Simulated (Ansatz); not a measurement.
# C2H6OSi: small, medium and large basis sets

How large a basis does C2H6OSi need? Two functionals are run in growing sets.

Computed with Ansatz 0.2.0, Gaussian basis. Level: one geometry, several basis sets.

Levels to be run: PBE0-D4/def2-SVP; ωB97M-V/def2-SVP; PBE0-D4/def2-QZVPP; ωB97M-V/def2-QZVPP; the functionals' def2-TZVPP values are taken from earlier runs.

**1. The geometry**

An earlier PBE0-D4 in a triple-zeta def2 set relaxation fixed the geometry.

SMILES `C=C[SiH2]O`, 10 atoms, charge 0, spin multiplicity 1.

Atoms are counted from 1 here; the program's logs count them from 0.

Bond lengths: C1–C2 1.330 Å, C1–H5 1.087 Å, C1–H6 1.086 Å, C2–Si3 1.857 Å, C2–H7 1.090 Å, Si3–O4 1.649 Å, Si3–H8 1.491 Å, Si3–H9 1.484 Å, O4–H10 0.958 Å. Angles: C2–C1–H5 121.4°, C2–C1–H6 122.4°, H5–C1–H6 116.2°, C1–C2–Si3 122.9°, C1–C2–H7 118.3°, Si3–C2–H7 118.9°, C2–Si3–O4 111.4°, C2–Si3–H8 108.7°, C2–Si3–H9 111.0°, O4–Si3–H8 111.1°, O4–Si3–H9 105.7°, H8–Si3–H9 108.9°, Si3–O4–H10 117.3°.

**2. PBE0-D4 in def2-SVP**

in.yaml

```yaml
crystal:
  periodic: [false, false, false]
  atoms:
    - {symbol: C, position_ang: [0.469443, 1.339171, -0.818765]}
    - {symbol: C, position_ang: [0.221410, 0.866240, 0.399709]}
    - {symbol: Si, position_ang: [-0.462414, -0.834230, 0.700699]}
    - {symbol: O, position_ang: [-0.544613, -1.704611, -0.697655]}
    - {symbol: H, position_ang: [0.269275, 0.747235, -1.707793]}
    - {symbol: H, position_ang: [0.873451, 2.333713, -0.985839]}
    - {symbol: H, position_ang: [0.435146, 1.506675, 1.255328]}
    - {symbol: H, position_ang: [0.393286, -1.520922, 1.710783]}
    - {symbol: H, position_ang: [-1.852468, -0.765663, 1.214577]}
    - {symbol: H, position_ang: [0.280684, -2.019007, -1.068143]}
basis:
  gaussian: {orbitals: def2-SVP}
hamiltonian: {xc: pbe0, dispersion: d4}
output: {orbitals: {seedname: orbitals}}
```

The runs that follow: ωB97M-V in def2-SVP; PBE0-D4 in def2-QZVPP; ωB97M-V in def2-QZVPP.

Before running them: what should the planned runs give, taken together? Wanted: PBE0-D4: double and triple zeta above quadruple; ωB97M-V: double and triple zeta above quadruple.

**Answer**, as computed:

| quantity | value |
| --- | --- |
| PBE0-D4: double and triple zeta above quadruple | 8.42, 0.52 eV |
| ωB97M-V: double and triple zeta above quadruple | 8.61, 0.49 eV |

For PBE0-D4 the step from double to triple zeta gains 7.90 eV and the next only 0.52 eV. These are total energies; as a rule much of such shifts cancels in differences, which this series doesn't test. The LUMO of ωB97M-V is positive and keeps falling with the basis (1.97 to 1.36 eV): an unbound level that the basis holds in place.
